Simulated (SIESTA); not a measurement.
Input of a SIESTA 5.4.2 run:

The input run.py:

```python
from ase.io import read
from ase.calculators.siesta import Siesta
from ase.units import Ry, GPa

atoms = read("POSCAR")

fdf = {
    'SCFMustConverge': False,
    'OccupationFunction': 'FD',
    'ElectronicTemperature': '0.05 eV',
    'Slab.DipoleCorrection': 'vacuum',
    'MaxSCFIterations': '120',
    'SCF.Mixer.Method': 'Pulay',
    'SCF.Mixer.Weight': '0.25',
    'SCF.Mixer.History': '8',
    'SCF.DM.Tolerance': '5.0e-05',
    'SCF.H.Tolerance': '1.0e-03 eV',
    'WriteForces': 'true',
    'Charge.Mulliken': 'end',
}
calc = Siesta(
    label="Sb",
    command="siesta < PREFIX.fdf > PREFIX.out",
    pseudo_path="pseudos",
    pseudo_qualifier="",
    xc=('GGA', 'BLYP'),
    basis_set="DZP",
    mesh_cutoff=500 * Ry,
    energy_shift=0.01 * Ry,
    kpts=[8, 6, 1],
    spin="non-polarized",
    fdf_arguments=fdf,
)
atoms.calc = calc

print(f"energy = {atoms.get_potential_energy():.6f} eV")
free = atoms.get_potential_energy(force_consistent=True)
print(f"free energy = {free:.6f} eV")
print("forces (eV/A):")
print(atoms.get_forces(apply_constraint=False).round(6))
print("stress (GPa, Voigt order, tension positive):", (atoms.get_stress() / GPa).round(4))
```

POSCAR

```
Sb
1.0
    3.1600000000      0.0000000000      0.0000000000
    0.0000000000      4.4689148571      0.0000000000
    0.0000000000      0.0000000000     23.9378297142
Sb
5
Direct
    0.0000000000      0.5000000000      0.3133116114
    0.0000000000      0.0000000000      0.4066558057
    0.0000000000      0.5000000000      0.5000000000
    0.0000000000      0.0000000000      0.5933441943
    0.0000000000      0.5000000000      0.6866883886
```

Potentials or basis: PseudoDojo 0.4 standard (PBE files), DZP (energy shift 0.01 Ry).

Command:

```sh
$ python run.py
```

(1) Predict the largest force.

(2) Predict the band gap on the k mesh.

Answers

(1) 0.717 eV/Å.

(2) none (metal or under the smearing width).

Caveat: semicore shells carry a single zeta, which can move pressures by several GPa and volumes by a few percent; the potentials were made for another functional, which shifts forces and pressure; the basis of atomic orbitals isn't converged, which shifts pressures, moduli and gaps.
